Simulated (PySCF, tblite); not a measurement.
# C₈H₆O₃: geometry, infrared bands and NMR shifts

What infrared bands and NMR shifts should C₈H₆O₃ (`C=C1C=CC(=O)C=C1OC=O`) show?

The runs use tblite 0.8.0 and PySCF 2.14.0, with density-fitted response routines of our own; the level of theory stands in each step. All values are computed, except where a source is named. Atoms count from 0, in the outputs and in this text.

## (1) The molecule as given

17 atoms, charge 0, multiplicity 1; geometry from: force field or distance geometry start.

Bonds of the start (Å): C0–C1 1.33, C1–C2 1.45, C2–C3 1.32, C3–C4 1.46, C4–O5 1.26, C4–C6 1.46, C6–C7 1.33, C7–O8 1.41, O8–C9 1.40, C9–O10 1.25, C7–C1 1.46, C0–H11 1.08, C0–H12 1.06, C2–H13 1.10, C3–H14 1.08, C6–H15 1.09, C9–H16 1.09.

## (2) Geometry optimisation with GFN2-xTB

What the job is given:

```
{"job": {"kind": "relax", "xc": "GFN2-xTB", "basis": "xTB"}, "charge": 0, "multiplicity": 1}
C      1.090700     1.903100    -0.579500
C      0.115500     1.066300    -0.250000
C     -1.151700     1.480500     0.318300
C     -2.122800     0.642600     0.644100
C     -1.914600    -0.792400     0.478000
O     -2.794400    -1.652700     0.769800
C     -0.634500    -1.221900    -0.087900
C      0.327800    -0.366700    -0.415500
O      1.531600    -0.880800    -0.948200
C      2.298500    -1.759800    -0.181800
O      1.841400    -2.039900     0.952600
H      1.006400     2.972800    -0.475000
H      1.995000     1.502600    -0.973200
H     -1.310500     2.565800     0.448600
H     -3.036500     1.052400     1.056800
H     -0.487800    -2.295200    -0.206000
H      3.239000    -2.164700    -0.561000
```

The run is started by

```
OMP_NUM_THREADS=1 python probes_run.py task.json out
```

This one command runs all jobs of the session in turn.

**Question.** This job is followed by: GFN2-xTB harmonic vibrations, gas phase; GIAO PBE0/pcSseg-1 NMR shielding, non-relativistic, gas phase. Predict these results of the whole session: strongest single infrared mode (GFN2-xTB); zero-point energy (GFN2-xTB); ¹³C shifts against TMS (PBE0/pcSseg-1); ¹H shifts against TMS (PBE0/pcSseg-1); ¹⁷O shifts against H2O (PBE0/pcSseg-1).

**Answer**, as computed:

```
                                 quantity                                                       value
strongest single infrared mode (GFN2-xTB)                                       1797 cm⁻¹, 465 km/mol
             zero-point energy (GFN2-xTB)                                               74.2 kcal/mol
   ¹³C shifts against TMS (PBE0/pcSseg-1)  189.6, 161.7, 159.4, 142.8, 141.1, 136.0, 135.2, 124.4 ppm
    ¹H shifts against TMS (PBE0/pcSseg-1)                      8.39, 7.38, 7.26, 6.70, 6.49, 6.18 ppm
   ¹⁷O shifts against H2O (PBE0/pcSseg-1)                                     694.3, 465.4, 239.3 ppm
```

Relaxing lowered the energy by 0.657 eV in 94 steps; the close pair that moved most is O8–C9, from 1.396 to 1.331 Å. All 45 modes are real, so the xTB geometry is a minimum. The strongest single mode, at 1797 cm⁻¹, moves mainly C9 and O10. GFN2-xTB is a fitted tight-binding method: band positions and strengths are rough. Its intensities can rank the bands wrongly. C4 (ketone carbonyl carbon) lies farthest downfield among carbon, at 189.6 ppm; low-lying n→π* states of the double bond to the heteroatom give a large paramagnetic term (-251 ppm). At PBE0/pcSseg-1: The largest span, 1382 ppm, is at O5, where the paramagnetic term is -759 ppm.
